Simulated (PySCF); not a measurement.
# H6N2Nd (Nd(NH3)23+): the cost of one run

Method: TPSS, Nd lcecp-1-SVP with ECP49, N def2-SVP, H def2-SVP; scalar-relativistic core potentials, no spin–orbit coupling; program: PySCF 2.14.0.

3 further runs of the same task are left out: 2 for a known fault of the program, 1 set aside as unsound or not needed.

### Step 1. Where the work starts

9 atoms, charge 3, spin multiplicity 1.

Bond lengths: Nd1–N2 2.457 Å, Nd1–N6 2.457 Å, N2–H3 1.046 Å, N2–H4 1.048 Å, N2–H5 1.048 Å, N6–H7 1.048 Å, N6–H8 1.048 Å, N6–H9 1.046 Å. Angles: N2–Nd1–N6 113.3°, Nd1–N2–H3 116.5°, Nd1–N2–H4 115.5°, Nd1–N2–H5 114.4°, H3–N2–H4 102.9°, H3–N2–H5 103.0°, H4–N2–H5 102.7°, Nd1–N6–H7 115.7°, Nd1–N6–H8 114.3°, Nd1–N6–H9 116.3°, H7–N6–H8 102.8°, H7–N6–H9 102.9°, H8–N6–H9 103.0°.

As a file:

```xyz
9
H6N2Nd
Nd   -0.6576   -0.9475    0.0001
N     0.1109    0.1641    2.0520
H     1.0024    0.7070    1.9829
H    -0.5552    0.8593    2.4648
H     0.2931   -0.4857    2.8534
N     0.1104    0.1637   -2.0523
H     1.0694   -0.1013   -2.3805
H    -0.4834   -0.0263   -2.8943
H     0.1527    1.2089   -2.0262
```

Formal oxidation states: Nd +3. Each metal's 3 4f electrons lie in its core potential, so multiplicities, spins and levels count the valence alone. An earlier session relaxed this geometry at TPSS, Nd lcecp-1-SVP with ECP49, N def2-SVP, H def2-SVP (singlet, point group C1).

Its energy there is -145.841133 Eh.

### Step 2. Atoms moved at random, σ = 0.15 Å

Contents of run.py (the lines that set the calculation):

```python
mol = gto.M(atom='''
Nd    -0.69935    -0.86104    -0.05274
N      0.05034     0.15362     2.03106
H      0.69101     0.69051     1.99049
H     -0.72809     0.86227     2.49704
H      0.23010    -0.75148     2.80869
N      0.26125     0.27469    -2.28097
H      1.37926     0.05583    -2.20591
H     -0.39069     0.10245    -2.82650
H      0.24898     1.01552    -1.96116''',
    basis={'Nd': 'lcecp-1-SVP', 'N': 'def2-SVP', 'H': 'def2-SVP'},
    ecp={'Nd': 'lcecp-1-SVP'},
    charge=3, spin=0)
mf = dft.RKS(mol, xc='TPSS')
mf.grids.atom_grid = (50, 194)  # f atoms: unpruned, at least (60, 302)
mf = mf.density_fit()  # fitting sets: Nd AutoAux, N def2-universal-JKFIT, H def2-universal-JKFIT
mf.conv_tol = 1e-08; mf.max_cycle = 55
mf.kernel(dm0)  # dm0: the density of the relaxed state
```

Started as:

```console
> OMP_NUM_THREADS=2 python run.py
```

**Question.** How long does this run take on 2 threads of Arm Neoverse V1, shared host?

About 5.4 s.
